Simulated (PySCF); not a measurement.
**[W(NH2)6]−: how settings move a single point**

Aim: repeat the single point on relaxed [W(NH2)6]− with altered settings, some of them bad on purpose. It is a constructed species; whether it can be made isn't addressed.

Program: PySCF 2.14.0. Level of theory: TPSS, W def2-SVP with ECP60, N def2-SVP, H def2-SVP; scalar-relativistic core potentials, no spin–orbit coupling. These are calculated values, not measurements.

4 further runs of the same task are left out: 2 for a known fault of the program, 2 that didn't finish.

## Step 1: Where the work starts

19 atoms, charge -1, spin multiplicity 2.

Bond lengths: W1–N2 2.053 Å, W1–N5 2.053 Å, W1–N8 2.085 Å, W1–N11 2.053 Å, W1–N14 2.085 Å, W1–N17 2.053 Å, N2–H3 1.027 Å, N2–H4 1.027 Å, N5–H6 1.027 Å, N5–H7 1.027 Å, N8–H9 1.023 Å, N8–H10 1.023 Å, N11–H12 1.027 Å, N11–H13 1.027 Å, N14–H15 1.023 Å, N14–H16 1.023 Å, N17–H18 1.027 Å, N17–H19 1.027 Å. Angles: N2–W1–N5 180.0°, N2–W1–N8 90.0°, N2–W1–N11 90.0°, N2–W1–N14 90.0°, N2–W1–N17 90.0°, N5–W1–N8 90.0°, N5–W1–N11 90.0°, N5–W1–N14 90.0°, N5–W1–N17 90.0°, N8–W1–N11 90.0°, N8–W1–N14 180.0°, N8–W1–N17 90.0°, N11–W1–N14 90.0°, N11–W1–N17 180.0°, N14–W1–N17 90.0°, W1–N2–H3 126.0°, W1–N2–H4 126.0°, H3–N2–H4 108.0° and more.

As a file:

```xyz
19

W     0.00000    0.00000    0.00000
N     0.00000    0.00000    2.05291
H     0.20721    0.80476    2.65626
H    -0.20721   -0.80476    2.65626
N     0.00000    0.00000   -2.05291
H     0.20721   -0.80476   -2.65626
H    -0.20721    0.80476   -2.65626
N     2.08496    0.00000    0.00000
H     2.67158   -0.59254    0.59254
H     2.67158    0.59254   -0.59254
N     0.00000    2.05291    0.00000
H     0.20721    2.65626    0.80476
H    -0.20721    2.65626   -0.80476
N    -2.08496    0.00000    0.00000
H    -2.67158    0.59254    0.59254
H    -2.67158   -0.59254   -0.59254
N     0.00000   -2.05291    0.00000
H    -0.20721   -2.65626    0.80476
H     0.20721   -2.65626   -0.80476
```

Formal oxidation states: W +5. An earlier session relaxed this geometry at TPSS, W def2-SVP with ECP60, N def2-SVP, H def2-SVP (doublet, point group D2d).

The sound run used a (50, 194) grid (finer on f atoms), a threshold of 1e-8 and at most 55 cycles, and ended at -402.719559 Eh.

## Step 2: Try 1

File run.py (the lines that set the calculation):

```python
mol = gto.M(atom='''
W      0.00000     0.00000     0.00000
N      0.00000     0.00000     2.05291
H      0.20721     0.80476     2.65626
H     -0.20721    -0.80476     2.65626
N      0.00000     0.00000    -2.05291
H      0.20721    -0.80476    -2.65626
H     -0.20721     0.80476    -2.65626
N      2.08496     0.00000     0.00000
H      2.67158    -0.59254     0.59254
H      2.67158     0.59254    -0.59254
N      0.00000     2.05291     0.00000
H      0.20721     2.65626     0.80476
H     -0.20721     2.65626    -0.80476
N     -2.08496     0.00000     0.00000
H     -2.67158     0.59254     0.59254
H     -2.67158    -0.59254    -0.59254
N      0.00000    -2.05291     0.00000
H     -0.20721    -2.65626     0.80476
H      0.20721    -2.65626    -0.80476''',
    basis={'W': 'def2-SVP', 'N': 'def2-SVP', 'H': 'def2-SVP'},
    ecp={'W': 'def2-SVP'},
    charge=-1, spin=1)
mf = dft.UKS(mol, xc='TPSS')
mf.grids.atom_grid = (50, 194)
mf = mf.density_fit()  # fitting sets: W def2-universal-JKFIT, N def2-universal-JKFIT, H def2-universal-JKFIT
mf.conv_tol = 1e-08; mf.max_cycle = 55
mf.kernel(dm0)  # dm0: smeared density
```

On the command line:

```sh
> OMP_NUM_THREADS=4 python run.py
```

The program printed:

```text
init E= -402.593507674583
  HOMO = 0.0741057427322  LUMO = 0.0964609765228  gap/eV = 0.60832
cycle= 1 E= -402.709198938204  delta_E= -0.116  |g|= 0.139  |ddm|= 0.706
  HOMO = 0.0451004762075  LUMO = 0.0744569992938  gap/eV = 0.79883
cycle= 2 E= -402.607111198226  delta_E= 0.102  |g|= 0.474  |ddm|= 0.575
  HOMO = 0.0618437142788  LUMO = 0.112942916673  gap/eV = 1.39048
cycle= 3 E= -402.718999660154  delta_E= -0.112  |g|= 0.032  |ddm|= 0.438
  HOMO = 0.0548614472245  LUMO = 0.107478494147  gap/eV = 1.43178
cycle= 4 E= -402.719422093799  delta_E= -0.000422  |g|= 0.0153  |ddm|= 0.0665
  HOMO = 0.0555755954228  LUMO = 0.10981296437  gap/eV = 1.47587
cycle= 5 E= -402.719494959632  delta_E= -7.29e-05  |g|= 0.011  |ddm|= 0.0274
  HOMO = 0.0557911912167  LUMO = 0.110308416169  gap/eV = 1.48349
cycle= 6 E= -402.719557615945  delta_E= -6.27e-05  |g|= 0.00124  |ddm|= 0.0134
  HOMO = 0.0556922807401  LUMO = 0.110413223626  gap/eV = 1.48903
cycle= 7 E= -402.719559285918  delta_E= -1.67e-06  |g|= 0.000364  |ddm|= 0.00286
  HOMO = 0.0556832397672  LUMO = 0.110460435453  gap/eV = 1.49056
cycle= 8 E= -402.719559483923  delta_E= -1.98e-07  |g|= 0.000109  |ddm|= 0.00127
  HOMO = 0.0556718651508  LUMO = 0.110447827091  gap/eV = 1.49053
cycle= 9 E= -402.719559493362  delta_E= -9.44e-09  |g|= 2.62e-05  |ddm|= 0.000237
  HOMO = 0.0556778400562  LUMO = 0.110452600695  gap/eV = 1.49050
Extra cycle  E= -402.719559491478  delta_E= 1.88e-09  |g|= 6.64e-05  |ddm|= 0.000123
converged SCF energy = -402.719559491478  <S^2> = 0.75566889  2S+1 = 2.0056609
```

It took 20 s on 4 threads of Arm Neoverse V2, shared host.

Changed: the starting guess (smeared density). It converges in 9 cycles, at the sound run's energy within 0.001 eV, with a largest force component of 0.01 eV/Å. The result survives the change.

## Step 3: Results

| run | changed | ending | energy change (eV) | cycles | time | usable |
| --- | --- | --- | --- | --- | --- | --- |
| 1 | the starting guess | converged | 0.000 | 9 | 20 s | yes |

1 of 1 altered runs gives a usable result. 
